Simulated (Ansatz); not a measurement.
**Alloy of GaAs and GaP (56 of 64 As sites exchanged), 128 atoms**

Aim: relax the alloy cell and compare the gap by PBEsol and HSE06 with spin–orbit coupling.

All numbers are computed with Ansatz 0.2.0 (PAW, plane waves).

### Step 1. The system as built

128 atoms (64 Ga, 56 P, 8 As); a = 15.458 Å, b = 15.458 Å, c = 15.458 Å, α = 60.00°, β = 60.00°, γ = 60.00°. All atoms were shaken off their sites by about 0.02 Å along each axis.

Plan of the steps: (2) PBEsol cell relaxation at the single k point (½, ½, ½), on 1 × NVIDIA GB200 with 8 threads of Arm Neoverse-V2; (3) HSE06 with spin–orbit coupling single point at the Γ point alone, on 1 × NVIDIA GB200 with 8 threads of Arm Neoverse-V2.

### Step 2. PBEsol relaxation of the cell and the positions

Input file in.yaml:

```yaml
crystal:
  lattice:
    - [0.000000, 10.930139, 10.930139]
    - [10.930139, 0.000000, 10.930139]
    - [10.930139, 10.930139, 0.000000]
  atoms:
    - { symbol: Ga, position: [0.997831, 0.998066, 0.003813] }
    - { symbol: Ga, position: [0.500086, 0.997351, 0.001442] }
    - { symbol: Ga, position: [0.998461, 0.497850, 0.001667] }
    - { symbol: Ga, position: [0.999787, 0.999588, 0.502205] }
    - { symbol: Ga, position: [0.248882, 0.252371, 0.249678] }
    - { symbol: Ga, position: [0.498345, 0.500489, 0.000660] }
    - { symbol: Ga, position: [0.501216, 0.997848, 0.499696] }
    - { symbol: Ga, position: [0.746478, 0.250904, 0.248419] }
    - { symbol: Ga, position: [0.999880, 0.502755, 0.498573] }
    - { symbol: Ga, position: [0.250809, 0.749931, 0.248880] }
    - { symbol: Ga, position: [0.252942, 0.250020, 0.748439] }
    - { symbol: Ga, position: [0.500496, 0.500719, 0.497413] }
    - { symbol: Ga, position: [0.748631, 0.748072, 0.251315] }
    - { symbol: Ga, position: [0.748020, 0.251719, 0.749554] }
    - { symbol: Ga, position: [0.250902, 0.751791, 0.749703] }
    - { symbol: Ga, position: [0.749508, 0.752626, 0.747153] }
    - { symbol: Ga, position: [0.999955, 0.000824, 0.249934] }
    - { symbol: Ga, position: [0.249794, 0.249090, 0.001988] }
    - { symbol: Ga, position: [0.501331, 0.999733, 0.250276] }
    - { symbol: Ga, position: [0.749362, 0.252060, 0.999099] }
    - { symbol: Ga, position: [0.999367, 0.500872, 0.250116] }
    - { symbol: Ga, position: [0.250700, 0.750644, 0.000392] }
    - { symbol: Ga, position: [0.999550, 0.998986, 0.749969] }
    - { symbol: Ga, position: [0.248750, 0.251455, 0.499143] }
    - { symbol: Ga, position: [0.501320, 0.500758, 0.247464] }
    - { symbol: Ga, position: [0.751247, 0.746815, 0.999213] }
    - { symbol: Ga, position: [0.502056, 0.998995, 0.750290] }
    - { symbol: Ga, position: [0.750696, 0.251565, 0.499812] }
    - { symbol: Ga, position: [0.001202, 0.499790, 0.749184] }
    - { symbol: Ga, position: [0.248424, 0.751188, 0.500319] }
    - { symbol: Ga, position: [0.501121, 0.499391, 0.749834] }
    - { symbol: Ga, position: [0.750120, 0.749286, 0.500831] }
    - { symbol: Ga, position: [0.998947, 0.248022, 0.002551] }
    - { symbol: Ga, position: [0.251078, 0.999787, 0.251083] }
    - { symbol: Ga, position: [0.500832, 0.248439, 0.000633] }
    - { symbol: Ga, position: [0.749347, 0.000818, 0.248973] }
    - { symbol: Ga, position: [0.000161, 0.750187, 0.998727] }
    - { symbol: Ga, position: [0.998262, 0.250067, 0.500621] }
    - { symbol: Ga, position: [0.250329, 0.501113, 0.251274] }
    - { symbol: Ga, position: [0.499704, 0.751869, 0.999073] }
    - { symbol: Ga, position: [0.249725, 0.000825, 0.750278] }
    - { symbol: Ga, position: [0.502121, 0.248875, 0.499543] }
    - { symbol: Ga, position: [0.750134, 0.501115, 0.250413] }
    - { symbol: Ga, position: [0.749818, 0.999834, 0.751278] }
    - { symbol: Ga, position: [0.000563, 0.751632, 0.498113] }
    - { symbol: Ga, position: [0.251609, 0.499204, 0.751695] }
    - { symbol: Ga, position: [0.500039, 0.752537, 0.497027] }
    - { symbol: Ga, position: [0.752687, 0.499677, 0.749016] }
    - { symbol: Ga, position: [0.250212, 0.998910, 0.998554] }
    - { symbol: Ga, position: [0.749139, 0.996048, 0.999562] }
    - { symbol: Ga, position: [0.998970, 0.248133, 0.252381] }
    - { symbol: Ga, position: [0.250867, 0.498343, 0.002116] }
    - { symbol: Ga, position: [0.251086, 0.999977, 0.500733] }
    - { symbol: Ga, position: [0.499652, 0.251100, 0.250161] }
    - { symbol: Ga, position: [0.750762, 0.498302, 0.002652] }
    - { symbol: Ga, position: [0.747711, 0.999471, 0.500689] }
    - { symbol: Ga, position: [0.000324, 0.750051, 0.250939] }
    - { symbol: Ga, position: [0.997881, 0.252403, 0.750542] }
    - { symbol: Ga, position: [0.252241, 0.499312, 0.498636] }
    - { symbol: Ga, position: [0.499532, 0.750173, 0.249451] }
    - { symbol: Ga, position: [0.498831, 0.249687, 0.750795] }
    - { symbol: Ga, position: [0.749505, 0.501476, 0.500777] }
    - { symbol: Ga, position: [0.002221, 0.750062, 0.747569] }
    - { symbol: Ga, position: [0.499367, 0.751673, 0.751699] }
    - { symbol: P, position: [0.064795, 0.060943, 0.064160] }
    - { symbol: P, position: [0.559840, 0.060418, 0.064638] }
    - { symbol: P, position: [0.064242, 0.560305, 0.062935] }
    - { symbol: P, position: [0.063330, 0.062899, 0.563234] }
    - { symbol: P, position: [0.310787, 0.312868, 0.313548] }
    - { symbol: P, position: [0.563108, 0.563157, 0.060471] }
    - { symbol: P, position: [0.560927, 0.064066, 0.561641] }
    - { symbol: P, position: [0.813089, 0.312103, 0.313219] }
    - { symbol: P, position: [0.065327, 0.561012, 0.562259] }
    - { symbol: P, position: [0.315797, 0.812720, 0.309584] }
    - { symbol: P, position: [0.312084, 0.310344, 0.813318] }
    - { symbol: P, position: [0.561075, 0.562653, 0.560646] }
    - { symbol: P, position: [0.814772, 0.811836, 0.312558] }
    - { symbol: P, position: [0.810577, 0.312059, 0.813566] }
    - { symbol: P, position: [0.313029, 0.814048, 0.808763] }
    - { symbol: P, position: [0.810479, 0.819537, 0.811325] }
    - { symbol: P, position: [0.063125, 0.066457, 0.311261] }
    - { symbol: P, position: [0.562592, 0.063163, 0.312473] }
    - { symbol: P, position: [0.813664, 0.311441, 0.062144] }
    - { symbol: P, position: [0.063804, 0.560798, 0.313209] }
    - { symbol: P, position: [0.063059, 0.061829, 0.815111] }
    - { symbol: P, position: [0.314750, 0.311159, 0.562675] }
    - { symbol: P, position: [0.811670, 0.316270, 0.560208] }
    - { symbol: P, position: [0.062972, 0.564628, 0.809685] }
    - { symbol: P, position: [0.315044, 0.812893, 0.561509] }
    - { symbol: P, position: [0.563362, 0.564608, 0.812567] }
    - { symbol: P, position: [0.811263, 0.813154, 0.563882] }
    - { symbol: P, position: [0.066145, 0.311217, 0.061000] }
    - { symbol: P, position: [0.311691, 0.061233, 0.314427] }
    - { symbol: P, position: [0.562885, 0.313587, 0.061467] }
    - { symbol: P, position: [0.813739, 0.064523, 0.310641] }
    - { symbol: P, position: [0.060470, 0.814266, 0.061473] }
    - { symbol: P, position: [0.061985, 0.314481, 0.560676] }
    - { symbol: P, position: [0.310218, 0.564036, 0.313036] }
    - { symbol: P, position: [0.562067, 0.810458, 0.064107] }
    - { symbol: P, position: [0.313143, 0.064233, 0.811411] }
    - { symbol: P, position: [0.559109, 0.314953, 0.563191] }
    - { symbol: P, position: [0.813083, 0.559499, 0.311896] }
    - { symbol: P, position: [0.811878, 0.061224, 0.813822] }
    - { symbol: P, position: [0.313852, 0.562665, 0.811223] }
    - { symbol: P, position: [0.560854, 0.813303, 0.562819] }
    - { symbol: P, position: [0.811972, 0.561089, 0.811616] }
    - { symbol: P, position: [0.313455, 0.060122, 0.065746] }
    - { symbol: P, position: [0.810374, 0.061411, 0.064969] }
    - { symbol: P, position: [0.061834, 0.312622, 0.312783] }
    - { symbol: P, position: [0.314489, 0.560383, 0.063930] }
    - { symbol: P, position: [0.315760, 0.060751, 0.560178] }
    - { symbol: P, position: [0.562981, 0.312218, 0.314397] }
    - { symbol: P, position: [0.812995, 0.562974, 0.063634] }
    - { symbol: P, position: [0.812769, 0.062732, 0.562105] }
    - { symbol: P, position: [0.062358, 0.813063, 0.313294] }
    - { symbol: P, position: [0.313139, 0.562143, 0.560844] }
    - { symbol: P, position: [0.563269, 0.814703, 0.311213] }
    - { symbol: P, position: [0.561917, 0.314268, 0.812759] }
    - { symbol: P, position: [0.061828, 0.813597, 0.812086] }
    - { symbol: P, position: [0.562825, 0.811333, 0.811972] }
    - { symbol: As, position: [0.311389, 0.314036, 0.061742] }
    - { symbol: As, position: [0.313448, 0.815014, 0.059532] }
    - { symbol: As, position: [0.562537, 0.560857, 0.313996] }
    - { symbol: As, position: [0.809462, 0.814644, 0.061849] }
    - { symbol: As, position: [0.563741, 0.060946, 0.813301] }
    - { symbol: As, position: [0.060864, 0.814610, 0.562629] }
    - { symbol: As, position: [0.061874, 0.310688, 0.814309] }
    - { symbol: As, position: [0.812993, 0.562921, 0.563255] }
kpoints:
  mp_grid: { grid: [1, 1, 1], shift: [0.5, 0.5, 0.5] }
hamiltonian:
  xc: pbesol
scf:
  occupations: { method: fermi_dirac, width: 0.01 }
relax:
  f_tol: 0.03
  max_steps: 80
  escape_saddle: false
  adjacent_minimum: "off"
  cell: { fix: [shape] }
output:
  forces: true
  eigenvalues: true
  populations: true
```

Started as:

```bash
> ansatz run in.yaml --threads 8 --pin off --max-ram 118750MiB --runs-dir r --events-out ev --progress --plain --backend cuda --devices 0, --max-vram 170GiB
```

Further steps of the session: HSE06 with spin–orbit coupling on the final geometry.

**Question.** What will these runs give? Wanted: for each run, top filled to lowest empty.

As calculated:

| level | time | k points | top filled to lowest empty (eV) |
| --- | --- | --- | --- |
| PBEsol, relaxation | 6.9 s (GPU) | (½, ½, ½) | 1.81 |
| HSE06 with spin–orbit coupling | 25 min (GPU) | Γ | 2.12 |

```
     quantity                                                                         value
   relaxation                                              4 recorded steps, 1.59 eV gained
largest shift                                                                 0.12 Å (Ga50)
 relaxed cell  a = 15.458 Å, b = 15.458 Å, c = 15.458 Å, α = 60.00°, β = 60.00°, γ = 60.00°
   mean bonds                                                     As–Ga 2.425, Ga–P 2.358 Å
```

**Reading.** Relaxation gains 1.59 eV, with shifts up to 0.12 Å (Ga50), while the volume changes by +0.0 %. The mean lengths of the listed bonds run from Ga–P 2.36 Å to As–Ga 2.43 Å. The relaxation ran on other k points, so part of any difference from the later rows can come from the mesh. With one k point the spacing samples only the states that fold onto it, so it can exceed the gap over the zone.
